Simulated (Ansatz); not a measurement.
**Rhenium, diamond under r²SCAN: from relaxation to bulk modulus**

What does r²SCAN give for rhenium in the diamond structure? We relax it, solve it on a dense k-mesh, switch on spin-orbit coupling, then scale the cell to 7 volumes from 88 to 112 % of the relaxed one and try a fit of the equation of state. The k-meshes are 10×10×10 for the relaxation; 16×16×16 for the dense run; 10×10×10 for spin-orbit coupling; 11×11×11 for the volumes.

This is Re in the diamond structure; at room conditions it is hcp.

Computed with Ansatz 0.2.0 (DFT r2SCAN, plane waves (500 eV) with PAW, scalar-relativistic; PAW files made under PBE, frozen cores solved again for the functional, unless a step says otherwise).

## (1) The structure to begin with

It takes space group Fd-3m (No. 227, cubic). Conventional cell: a = 5.416 Å, b = 5.416 Å, c = 5.416 Å, α = 90.00°, β = 90.00°, γ = 90.00°. Around Re (site symmetry -43m) lie 4 Re at 2.35 Å.

Structure file:

```cif
data_structure
_symmetry_space_group_name_H-M 'P 1'
_symmetry_Int_Tables_number 1
_cell_length_a 3.8300
_cell_length_b 3.8300
_cell_length_c 3.8300
_cell_angle_alpha 60.000
_cell_angle_beta 60.000
_cell_angle_gamma 60.000
_cell_volume 39.73
loop_
_atom_site_label
_atom_site_type_symbol
_atom_site_fract_x
_atom_site_fract_y
_atom_site_fract_z
_atom_site_occupancy
Re1 Re 0.12500 0.12500 0.12500 1
Re2 Re 0.87500 0.87500 0.87500 1
```

## (2) Geometry optimisation

input.yaml

```yaml
crystal:
  lattice:
    - [0.0, 2.7082441576, 2.7082441576]
    - [2.7082441576, 0.0, 2.7082441576]
    - [2.7082441576, 2.7082441576, 0.0]
  atoms:
    - { symbol: Re, position: [0.125, 0.125, 0.125] }
    - { symbol: Re, position: [0.875, 0.875, 0.875] }
hamiltonian:
  xc: r2scan
  pseudopotentials:
    kind: paw
    azcp:
      Re: "pseudopotentials/Re.paw.azcp"
basis:
  ecutwfc: 500
  fft_grid_basis: typed
kpoints:
  mp_grid: { grid: [10, 10, 10], shift: [0, 0, 0] }
magnetization:
  spin_polarized: false
scf:
  occupations: { method: fermi_dirac, width: 0.1 }
relax:
  max_steps: 60
  f_tol: 0.01
  cell: {}
```

Command:

```console
$ ansatz run input.yaml --threads 1 --pin off --max-ram 3584MiB --backend cpu --events-out ev --progress --plain --runs-dir out
```

After this run come: Single point on a dense mesh; Spin-orbit coupling switched on; Equation of state: 88 %; Equation of state: 92 %; Equation of state: 96 %; Equation of state: 100 %; Equation of state: 104 %; Equation of state: 108 %; Equation of state: 112 %.

Q: Predict the outcome of this session. Wanted: space group; conventional cell; volume; shortest distance; gap on the mesh; relative to hcp; highest ELF outside the cores; V₀, B₀, B₀′.

As calculated:

| quantity | value |
| --- | --- |
| space group (spins left aside) | Fd-3m (No. 227) |
| conventional cell | a = 5.616 Å |
| volume | 22.138 Å³/atom |
| shortest distance | 2.432 Å |
| gap on the mesh | none (levels filled in part) |
| relative to hcp | +1621 meV/atom |
| highest ELF outside the cores | 0.56, 1.22 Å from the nearest atom |
| V₀, B₀, B₀′ | 22.121 Å³/atom, 190 GPa, 4.1 |

**Reading.** From the guessed start the volume grew by 11.5 % in 6 steps. It lies 1621 meV/atom above the element's reference form at the same level (hcp, from a run of its own), so it is far from stable. No gap shows: it is a metal or semimetal at this level. The total energy of the spin-orbit run lies +24.5 eV/atom from the scalar one, but the two kinds of run don't share a zero of energy: only differences within one kind count. The fitted modulus is 190 GPa. The symmetry was held, so the structure may be unstable against distortions that break it.
